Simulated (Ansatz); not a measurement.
This script makes a scan of the Hubbard U of ZnNi3N, space group Pm-3m with the Ansatz DFT code, driven from Python.

Script `znni3n.py`:
```python
import ansatz as az
import numpy as np
from tabulate import tabulate


def count_gap(report):
    # lowest empty less highest filled band, counting bands; zero where they overlap
    return max(report.get("gap_by_band_count_ev") or 0.0, 0.0)

cell = (
    az.Lattice.of((3.727013, 0.0, 0.0), (0.0, 3.727013, 0.0), (0.0, 0.0, 3.727013))
    .atom("Zn", (0.0, 0.0, 0.0))
    .atom("Ni", (0.0, 0.5, 0.5))
    .atom("Ni", (0.5, 0.5, 0.0))
    .atom("Ni", (0.5, 0.0, 0.5))
    .atom("N", (0.5, 0.5, 0.5))
    .moments(Ni=1.0)
)

calculation = (
    cell.calculation()
    .functional(az.Functional.PBESOL)
    .basis(35 * az.Ry)
    .kpoints(mesh=(4, 4, 4), center="monkhorst-pack")
    .occupations("gaussian", width=0.02)
    .spin("collinear")
    .mixing("msr1", preconditioner="kerker")
    .scf(extra_bands=2)
    .band_table()
)
rows = []
for u in [0.0, 1.5, 3.0, 4.5, 6.0]:
    r = calculation.hubbard("Zn", "d", u_eff=u).run(threads=1, pin="off").report
    shell = r["hubbard"]["n_scf"]
    rows.append((u, count_gap(r), sum(shell) / len(shell), max(abs(m) for m in r["site_moments_mub"]), r["n_iterations"]))
print(tabulate(rows, headers=["U_eff eV", "gap by band count eV", "Zn d occupation (projector)", "largest moment muB", "iterations"], floatfmt=".4f", tablefmt="github"))
```

What does raising U do here?

From U = 0 to 6 eV the largest site moment goes from 0.06 to 0.27 μB.

What the script printed:

```console
$ python znni3n.py
DeckWarning: the band count 38 (scf.n_extra_bands) hosts the net moment |M| = 3.0000 μB (N_el = 71) but caps the reachable moment at 2·n_bands − N_el = 5.0000 μB, below the 45 bands that the automatic rule leaves for it — a moment growing past the seed, or [...]
RunWarning: the starting moments were not kept: the SCF closed with an absolute magnetisation of 2.4e-1 μB, where they sum to 3 μB in size (3 sites). That is at most 0.1 of that sum. The system's moment may be that small; this SCF shows only that its start [...]
|   U_eff eV |   gap by band count eV |   Zn d occupation (projector) |   largest moment muB |   iterations |
|------------|------------------------|-------------------------------|----------------------|--------------|
|     0.0000 |                 0.0000 |                        9.9706 |               0.0643 |           13 |
|     1.5000 |                 0.0000 |                        9.9741 |               0.2674 |           16 |
|     3.0000 |                 0.0000 |                        9.9764 |               0.2691 |           14 |
|     4.5000 |                 0.0000 |                        9.9784 |               0.2699 |           14 |
|     6.0000 |                 0.0000 |                        9.9801 |               0.2704 |           14 |
```
(Warnings from the package without file and line, shortened.)

Reading the output:
- The SCF didn't keep the moments it started from (some shrank, vanished or turned); what is printed is the state reached.
- U, its shell and the double counting are chosen to explore, and aren't derived for this compound.
- The mesh is modest for a metal, so energies can be off by several to tens of meV an atom and pressures by half a GPa or more; differences at equal mesh fare better.
- A gap by band count of zero or less means overlapping bands, a metal.
- The structure comes from a database of computed cells and needn't be a stable or known phase.
- Gaps and levels are Kohn-Sham values on a finite set of k-points.
- Shell occupations and the effect of U depend on the projectors; a run with no .spin step is spin-unpolarised, and each U may end in a state that isn't the lowest.
- Hardware and time: 16 s on 1 thread of Arm Neoverse V1, on a shared host, peak memory 0.45 GiB.
